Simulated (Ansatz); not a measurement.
# Ge4MoW: what a guessed cell relaxes into

The task: take a trial cell of Ge4MoW to zero force and stress, then test the end with a random kick.

Program: Ansatz 0.2.0. Level of theory: DFT PBE, scalar-relativistic, plane waves, PAW. These are calculated values, not measurements.

1 further run of the same task is left out (for a known fault of the program).

### Step 1. The structure to begin with

It takes space group P4/mmm (No. 123, tetragonal). Conventional cell: a = 3.340 Å, b = 3.340 Å, c = 8.288 Å, α = 90.00°, β = 90.00°, γ = 90.00°. Ge (site symmetry 4mm) has 5 Ge at 2.70 to 2.77 Å and 4 W at 2.72 Å and 1 Mo at 2.80 Å as nearest neighbours. Around Ge (site symmetry 4mm) lie 5 Ge at 2.68 to 2.77 Å and 4 Mo at 2.71 Å and 1 W at 2.81 Å. Mo (site symmetry 4/mmm) is surrounded by 10 Ge at 2.71 to 2.80 Å. Around W (site symmetry 4/mmm) lie 10 Ge at 2.72 to 2.81 Å.

Structure file:

```cif
data_structure
_symmetry_space_group_name_H-M 'P4/mmm'
_symmetry_Int_Tables_number 123
_cell_length_a 3.3398
_cell_length_b 3.3398
_cell_length_c 8.2882
_cell_angle_alpha 90.000
_cell_angle_beta 90.000
_cell_angle_gamma 90.000
_cell_volume 92.45
loop_
_atom_site_label
_atom_site_type_symbol
_atom_site_symmetry_multiplicity
_atom_site_Wyckoff_symbol
_atom_site_fract_x
_atom_site_fract_y
_atom_site_fract_z
_atom_site_occupancy
Ge1 Ge 2 g 0.00000 0.00000 0.66274 1
Ge2 Ge 2 h 0.50000 0.50000 0.16145 1
Mo1 Mo 1 a 0.00000 0.00000 0.00000 1
W1 W 1 d 0.50000 0.50000 0.50000 1
```

The start is the relaxed end of an invented cell (made as: elements ordered on the sites of the Ge2Mo type, Mo/W on Mo (P4/mmm, No. 123)), taken up again for a closer look.

### Step 2. Probe: one point on a coarse mesh

input.yaml reads:

```yaml
crystal:
  lattice:
    - [3.3397563, 0.0, 0.0]
    - [0.0, 3.3397563, 0.0]
    - [0.0, 0.0, 8.2881637]
  atoms:
    - { symbol: Ge, position: [0.0, 0.0, 0.662737] }
    - { symbol: Ge, position: [0.5, 0.5, 0.161447] }
    - { symbol: Ge, position: [0.0, 0.0, 0.337263] }
    - { symbol: Ge, position: [0.5, 0.5, 0.838553] }
    - { symbol: Mo, position: [0.0, 0.0, 0.0] }
    - { symbol: W, position: [0.5, 0.5, 0.5] }
basis:
  ecutwfc: 420
kpoints:
  mp_grid: { grid: [6, 6, 2] }
hamiltonian:
  xc: pbe
scf:
  occupations: { method: gaussian, width: 0.1 }
  lower_state_search: "off"
output:
  forces: true
  stress: true
  eigenvalues: true
```

Started as:

```console
$ ansatz run input.yaml --threads 4 --pin off --max-ram 8192MiB --backend cpu --events-out ev --progress --plain --runs-dir out
```

Further runs follow: spin check on a coarse mesh; full relaxation; kick test: the unmoved cell on a coarse mesh; random kick, then relaxation.

Before running it: what results should come out? Wanted: conventional cell; volume; energy over the elements; gap on the mesh.

The runs gave:

```
                              quantity                                                                      value
symmetry at the end (tolerance 0.05 Å)                                               space group P4/mmm (No. 123)
                     conventional cell  a = 3.340 Å, b = 3.340 Å, c = 8.288 Å, α = 90.00°, β = 90.00°, γ = 90.00°
                                volume                                                              15.41 Å³/atom
              energy over the elements                                                              -0.04 eV/atom
                       gap on the mesh                                                               none (metal)
```

The space group P4/mmm (No. 123) is kept, at nearly the size of the first guess. The formation energy of this structure is too near zero to say whether it is bound against the elements. The kicked cell came back to the same energy, so the end is stable against the distortions that fit this cell and this draw; modes that don't fit the cell aren't tested. Spin-orbit coupling is left out for W. Other magnetic orders were not searched.
